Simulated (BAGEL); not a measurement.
**B2O2 (SMILES O=BB=O): HF/3-21G (density fitting with cc-pvqz-jkfit)**

Aim: the vertical electron affinity of B2O2 at HF/3-21G (density fitting with cc-pvqz-jkfit), from 2 runs. 

The calculation is run with BAGEL 1.2.2.

10 further runs of the same task are left out: 5 that didn't finish, 5 set aside as unsound or not needed.

## (1) The molecule

The species is B2O2 (4 atoms), meant as a singlet with charge 0. SMILES: `O=BB=O`. The coordinates come from a PBE0-D4/def2-TZVP relaxation.

Bond lengths: O1–B2 1.197 Å, B2–B3 1.640 Å, B3–O4 1.197 Å. Angles: O1–B2–B3 180.0°, B2–B3–O4 180.0°.

## (2) A single-point energy at HF/3-21G (density fitting with cc-pvqz-jkfit)

Contents of input.json:

```json
{ "bagel" : [

{
  "title" : "molecule",
  "basis" : "3-21g",
  "df_basis" : "cc-pvqz-jkfit",
  "angstrom" : true,
  "geometry" : [
    { "atom" : "O", "xyz" : [      -0.743090,       0.459760,       1.817650 ] },
    { "atom" : "B", "xyz" : [      -0.302300,       0.187070,       0.739120 ] },
    { "atom" : "B", "xyz" : [       0.302150,      -0.186920,      -0.739220 ] },
    { "atom" : "O", "xyz" : [       0.743230,      -0.459920,      -1.817550 ] }
  ]
},

{ "title" : "hf" },

{ "title" : "print", "file" : "orbitals.molden", "orbitals" : true }

]}
```

Started as:

```sh
$ BAGEL_NUM_THREADS=1 BAGEL input.json > input.out
```

Log:

```text
* using 1 threads per process

  ===============================================================
  ===============================================================

  *** Geometry ***

  { "atom" : "O", "xyz" : [     -1.404237,      0.868820,      3.434861 ] },
  { "atom" : "B", "xyz" : [     -0.571264,      0.353511,      1.396734 ] },
  { "atom" : "B", "xyz" : [      0.570981,     -0.353228,     -1.396923 ] },
  { "atom" : "O", "xyz" : [      1.404501,     -0.869123,     -3.434672 ] },

  Number of auxiliary basis functions:      424

  Since a DF basis is specified, we compute 2- and 3-index integrals:
    o Being stored without compression. Storage requirement is 0.004 GB

  Number of basis functions:       36
  Number of electrons      :       26

    * METHOD: MOLECULE                             0.09

  *** RHF ***

  === Nuclear Repulsion ===
    66.7622229310

      * DIIS with orbital gradients will be used.

  === RHF iteration (3-21g) ===
      0       -197.72289468          0.06146507           0.01
      1       -197.70243749          0.07245145           0.01
      2       -198.08222781          0.00296586           0.01
      3       -198.08392756          0.00071601           0.01
      4       -198.08406427          0.00018279           0.01
      5       -198.08407310          0.00004214           0.01
      6       -198.08407334          0.00000261           0.01
      7       -198.08407334          0.00000076           0.01
      8       -198.08407334          0.00000017           0.01
      9       -198.08407334          0.00000006           0.01
     10       -198.08407334          0.00000001           0.01
    * SCF iteration converged.

    * Permanent dipole moment:
           (    0.000262,    -0.000280,     0.000183) a.u.

    * METHOD: HF                                   0.13

    * METHOD: PRINT                                0.00

  ===============================================================
```

It took 0.38 s on 1 thread of Arm Neoverse V2, shared host.

## (3) The doublet anion

Contents of hf.json:

```json
{ "bagel": [

{
  "title": "molecule",
  "basis": "3-21g",
  "df_basis": "cc-pvqz-jkfit",
  "angstrom": "true",
  "geometry": [
    { "atom": "O", "xyz": [      -0.743090,       0.459760,       1.817650 ] },
    { "atom": "B", "xyz": [      -0.302300,       0.187070,       0.739120 ] },
    { "atom": "B", "xyz": [       0.302150,      -0.186920,      -0.739220 ] },
    { "atom": "O", "xyz": [       0.743230,      -0.459920,      -1.817550 ] }
  ]
},

{
  "title": "uhf",
  "charge": -1,
  "nopen": 1
},

{
  "title": "print",
  "file": "orbitals.molden",
  "orbitals": "true"
}

]}
```

Started as:

```sh
$ BAGEL_NUM_THREADS=1 BAGEL hf.json > hf.out
```

Log:

```text
* using 1 threads per process

  ===============================================================
  ===============================================================

  *** Geometry ***

  { "atom" : "O", "xyz" : [     -1.404237,      0.868820,      3.434861 ] },
  { "atom" : "B", "xyz" : [     -0.571264,      0.353511,      1.396734 ] },
  { "atom" : "B", "xyz" : [      0.570981,     -0.353228,     -1.396923 ] },
  { "atom" : "O", "xyz" : [      1.404501,     -0.869123,     -3.434672 ] },

  Number of auxiliary basis functions:      424

  Since a DF basis is specified, we compute 2- and 3-index integrals:
    o Being stored without compression. Storage requirement is 0.004 GB

  Number of basis functions:       36
  Number of electrons      :       26

    * METHOD: MOLECULE                             0.09

  *** Open-shell HF ***

  === Nuclear Repulsion ===
    66.7622229310

      * DIIS with orbital gradients will be used.

  === UHF iteration (3-21g) ===
      0       -197.73622805          0.11065704           0.02
      1       -197.82206936          0.10352161           0.02
      2       -197.90043402          0.08226739           0.02
      3       -198.03917125          0.00224999           0.02
      4       -198.03965723          0.00084352           0.02
      5       -198.03978470          0.00026835           0.02
      6       -198.03981492          0.00012692           0.02
      7       -198.03982426          0.00008208           0.02
      8       -198.03983212          0.00001848           0.02
      9       -198.03983285          0.00000391           0.02
     10       -198.03983309          0.00000115           0.02
     11       -198.03983328          0.00000074           0.02
     12       -198.03983337          0.00000071           0.02
     13       -198.03983333          0.00000101           0.02
     14       -198.03983334          0.00000075           0.02
     15       -198.03983319          0.00000094           0.02
     16       -198.03983354          0.00000024           0.02
     17       -198.03983357          0.00000006           0.02
     18       -198.03983357          0.00000001           0.02
    * SCF iteration converged.

    * S^2 (UHF) is 0.7603

    * Permanent dipole moment:
           (    0.000142,    -0.000150,     0.000105) a.u.

    * METHOD: UHF                                  0.39

    * METHOD: PRINT                                0.00

  ===============================================================
```

It took 0.62 s on 1 thread of Arm Neoverse V2, shared host.

## (4) Outcome

At HF/3-21G (density fitting with cc-pvqz-jkfit):

| quantity | value |
| --- | --- |
| singlet B2O2: total energy | -198.08407 Eh |
| singlet B2O2: dipole moment | 0.00 D |
| singlet B2O2: HOMO energy | -14.68 eV |
| singlet B2O2: LUMO energy | 1.65 eV |
| singlet B2O2: HOMO–LUMO gap | 16.33 eV |
| doublet anion: total energy | -198.03983 Eh |
| doublet anion: ⟨S²⟩ | 0.760 |
| vertical electron affinity (to the doublet anion) | -1.204 eV |

What this shows: The anion lies 1.20 eV (28 kcal/mol) above the neutral: the electron isn't bound at this level, and such a value depends on the basis. Without diffuse functions anions come out too high. Hartree–Fock misses the correlation that binds many anions.
